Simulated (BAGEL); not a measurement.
# SiNH4O2F (SMILES N[Si](O)(O)F): HF/STO-3G (density fitting with qzvpp-jkfit)

What is the vertical singlet–triplet gap of SiNH4O2F at HF/STO-3G (density fitting with qzvpp-jkfit)? 

Program for the calculation: BAGEL 1.2.2.

## 1. Starting point

SiNH4O2F: 9 atoms, total charge 0, spin state singlet. As SMILES, `N[Si](O)(O)F`. Geometry: relaxed at PBE0-D4/def2-TZVP. This is one conformer, not always the lowest.

Bond lengths: N1–Si2 1.687 Å, Si2–O3 1.629 Å, Si2–O4 1.629 Å, Si2–F5 1.593 Å, N1–H6 1.005 Å, N1–H7 1.006 Å, O3–H8 0.958 Å, O4–H9 0.958 Å. Some angles: N1–Si2–O3 105.4°, N1–Si2–O4 110.7°, N1–Si2–F5 115.6°, O3–Si2–O4 115.7°, O3–Si2–F5 107.5°, O4–Si2–F5 102.2°, Si2–N1–H6 121.5°, Si2–N1–H7 120.8°, Si2–O3–H8 117.1°, Si2–O4–H9 116.2°.

## 2. The energy at HF/STO-3G (density fitting with qzvpp-jkfit)

job.json

```json
{ "bagel": [

{
  "title": "molecule",
  "basis": "sto-3g",
  "df_basis": "qzvpp-jkfit",
  "angstrom": "true",
  "geometry": [
    { "atom": "N", "xyz": [      -0.604600,       0.416500,      -1.168500 ] },
    { "atom": "Si", "xyz": [       0.279400,       0.083100,       0.229100 ] },
    { "atom": "O", "xyz": [       0.807700,      -1.448100,       0.051700 ] },
    { "atom": "O", "xyz": [      -0.615900,       0.372400,       1.559000 ] },
    { "atom": "F", "xyz": [       1.555000,       1.005700,       0.473300 ] },
    { "atom": "H", "xyz": [      -1.149100,       1.257000,      -1.257600 ] },
    { "atom": "H", "xyz": [      -0.316200,       0.050400,      -2.059800 ] },
    { "atom": "H", "xyz": [       1.589200,      -1.699800,       0.545000 ] },
    { "atom": "H", "xyz": [      -1.456800,      -0.083500,       1.610700 ] }
  ]
},

{
  "title": "hf"
},

{
  "title": "print",
  "file": "orbitals.molden",
  "orbitals": "true"
}

]}
```

Command:

```sh
$ BAGEL_NUM_THREADS=1 BAGEL job.json > job.out
```

Standard output:

```text
* using 1 threads per process

  ===============================================================
  ===============================================================

  *** Geometry ***

  { "atom" : "N", "xyz" : [     -1.142528,      0.787071,     -2.208145 ] },
  { "atom" : "Si", "xyz" : [      0.527989,      0.157036,      0.432936 ] },
  { "atom" : "O", "xyz" : [      1.526332,     -2.736512,      0.097699 ] },
  { "atom" : "O", "xyz" : [     -1.163882,      0.703734,      2.946083 ] },
  { "atom" : "F", "xyz" : [      2.938524,      1.900498,      0.894407 ] },
  { "atom" : "H", "xyz" : [     -2.171484,      2.375386,     -2.376520 ] },
  { "atom" : "H", "xyz" : [     -0.597531,      0.095242,     -3.892458 ] },
  { "atom" : "H", "xyz" : [      3.003153,     -3.212156,      1.029901 ] },
  { "atom" : "H", "xyz" : [     -2.752953,     -0.157792,      3.043782 ] },

  Number of auxiliary basis functions:      508

  Since a DF basis is specified, we compute 2- and 3-index integrals:
    o Being stored without compression. Storage requirement is 0.004 GB

  Number of basis functions:       33
  Number of electrons      :       50

    * METHOD: MOLECULE                             0.20

  *** RHF ***

  === Nuclear Repulsion ===
   268.0707843264

      * DIIS with orbital gradients will be used.

  === RHF iteration (sto-3g) ===
      0       -587.35344289          0.01728291           0.02
      1       -587.46712484          0.00283773           0.02
      2       -587.47041162          0.00067202           0.02
      3       -587.47071998          0.00011868           0.02
      4       -587.47073107          0.00002844           0.02
      5       -587.47073176          0.00000401           0.02
      6       -587.47073177          0.00000077           0.02
      7       -587.47073178          0.00000026           0.02
      8       -587.47073178          0.00000007           0.02
      9       -587.47073178          0.00000002           0.02
     10       -587.47073178          0.00000000           0.02
    * SCF iteration converged.

    * Permanent dipole moment:
           (    0.180257,     0.107471,     0.269298) a.u.

    * METHOD: HF                                   0.35

    * METHOD: PRINT                                0.00

  ===============================================================
```

Run time: 0.68 s. Hardware: 1 thread of Arm Neoverse V1, shared host.

## 3. The triplet at the same level

job.json

```json
{ "bagel" : [

{
  "title" : "molecule",
  "basis" : "sto-3g",
  "df_basis" : "qzvpp-jkfit",
  "angstrom" : true,
  "geometry" : [
    { "atom" : "N", "xyz" : [      -0.604600,       0.416500,      -1.168500 ] },
    { "atom" : "Si", "xyz" : [       0.279400,       0.083100,       0.229100 ] },
    { "atom" : "O", "xyz" : [       0.807700,      -1.448100,       0.051700 ] },
    { "atom" : "O", "xyz" : [      -0.615900,       0.372400,       1.559000 ] },
    { "atom" : "F", "xyz" : [       1.555000,       1.005700,       0.473300 ] },
    { "atom" : "H", "xyz" : [      -1.149100,       1.257000,      -1.257600 ] },
    { "atom" : "H", "xyz" : [      -0.316200,       0.050400,      -2.059800 ] },
    { "atom" : "H", "xyz" : [       1.589200,      -1.699800,       0.545000 ] },
    { "atom" : "H", "xyz" : [      -1.456800,      -0.083500,       1.610700 ] }
  ]
},

{ "title" : "uhf", "nopen" : 2 },

{ "title" : "print", "file" : "orbitals.molden", "orbitals" : true }

]}
```

Command:

```sh
$ BAGEL_NUM_THREADS=1 BAGEL job.json > job.out
```

Standard output:

```text
* using 1 threads per process

  ===============================================================
  ===============================================================

  *** Geometry ***

  { "atom" : "N", "xyz" : [     -1.142528,      0.787071,     -2.208145 ] },
  { "atom" : "Si", "xyz" : [      0.527989,      0.157036,      0.432936 ] },
  { "atom" : "O", "xyz" : [      1.526332,     -2.736512,      0.097699 ] },
  { "atom" : "O", "xyz" : [     -1.163882,      0.703734,      2.946083 ] },
  { "atom" : "F", "xyz" : [      2.938524,      1.900498,      0.894407 ] },
  { "atom" : "H", "xyz" : [     -2.171484,      2.375386,     -2.376520 ] },
  { "atom" : "H", "xyz" : [     -0.597531,      0.095242,     -3.892458 ] },
  { "atom" : "H", "xyz" : [      3.003153,     -3.212156,      1.029901 ] },
  { "atom" : "H", "xyz" : [     -2.752953,     -0.157792,      3.043782 ] },

  Number of auxiliary basis functions:      508

  Since a DF basis is specified, we compute 2- and 3-index integrals:
    o Being stored without compression. Storage requirement is 0.004 GB

  Number of basis functions:       33
  Number of electrons      :       50

    * METHOD: MOLECULE                             0.20

  *** Open-shell HF ***

  === Nuclear Repulsion ===
   268.0707843264

      * DIIS with orbital gradients will be used.

  === UHF iteration (sto-3g) ===
      0       -586.88632876          0.03824097           0.05
      1       -587.06912991          0.01196383           0.05
      2       -587.09016928          0.00273857           0.05
      3       -587.09462143          0.00138530           0.05
      4       -587.09716197          0.00057495           0.05
      5       -587.09781626          0.00022965           0.05
      6       -587.09794734          0.00011424           0.05
      7       -587.09798569          0.00006117           0.05
      8       -587.09799598          0.00002262           0.05
      9       -587.09799675          0.00000951           0.05
     10       -587.09799688          0.00000404           0.05
     11       -587.09799690          0.00000134           0.05
     12       -587.09799690          0.00000043           0.05
     13       -587.09799690          0.00000021           0.05
     14       -587.09799690          0.00000012           0.05
     15       -587.09799690          0.00000005           0.05
     16       -587.09799690          0.00000002           0.05
     17       -587.09799690          0.00000001           0.05
     18       -587.09799690          0.00000001           0.05
    * SCF iteration converged.

    * S^2 (UHF) is 2.0080

    * Permanent dipole moment:
           (    0.864711,    -0.107142,     1.265988) a.u.

    * METHOD: UHF                                  0.99

    * METHOD: PRINT                                0.00

  ===============================================================
```

Wall time 1.3 s (1 thread of Arm Neoverse V1, shared host).

## 4. Results

Level: HF/STO-3G (density fitting with qzvpp-jkfit).

| quantity | value |
| --- | --- |
| singlet: total energy | -587.47073 Eh |
| singlet: dipole moment | 0.87 D |
| singlet: HOMO energy | -8.92 eV |
| singlet: LUMO energy | 12.72 eV |
| singlet: HOMO–LUMO gap | 21.64 eV |
| triplet: total energy | -587.09800 Eh |
| triplet: dipole moment | 3.91 D |
| triplet: ⟨S²⟩ | 2.008 |
| vertical energy of the triplet above the singlet | 10.143 eV |

What this shows: At this shape the triplet lies 10.14 eV (234 kcal/mol) above the singlet. In a minimal basis such a difference can be off by several eV, whatever the method.
